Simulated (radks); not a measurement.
# S⁹⁺ in [He] 2s2 2p3: an all-electron calculation

Wanted: eigenvalues, radial structure and energy terms of the sulfur ion S9+.

Program: radks (a radial shooting solver on a logarithmic mesh, Libxc functionals) version 1. Level of theory: scalar-relativistic Kohn-Sham, SCAN, spin-unpolarised, spherical densities, finite nucleus. These are calculated values, not measurements, unless marked.

### Step 1. The system

* element: sulfur (Z = 16)
* charge: +9
* electrons: 7
* configuration: [He] 2s2 2p3
* nuclear rms radius: 3.2611 fm

The outer shells:

S⁹⁺
```
[He] core
2s [↑↓]
2p [↑ ][↑ ][↑ ]
```

### Step 2. The calculation

Settings of this run:

```text
Z 16
configuration [He] 2s2 2p3
relativity scalar-relativistic
functional scan,scan
spin unpolarised
nucleus finite rms 3.2611 fm
c 137.035999084
```

On the command line:

```bash
$ python run_ks.py task.json out
```

The same process makes all the runs of this session.

Q: Predict the outcome of this run.

**Answer**, as computed:

```
                        quantity                 value
                    total energy    -352.06400 hartree
exchange-correlation share of it                5.06 %
                            −T/E                1.0050
          highest occupied level        2p, -415.59 eV
    most extended occupied level  2s, <r> = 0.440 bohr
 radius at density 0.001 e/bohr³             1.30 bohr
    maxima of the radial density                     2
         ionisation energy, NIST  447.7 (semi-emp.) eV
```

2 principal shells are occupied and 2 maxima appear in the radial density. −T/E is 1.005: with relativity the kinetic term as defined here no longer equals −E. The top level binds by 415.59 eV, 93 % of the NIST ionisation energy of 447.7 eV. Spin polarisation and multiplet splitting are left out.
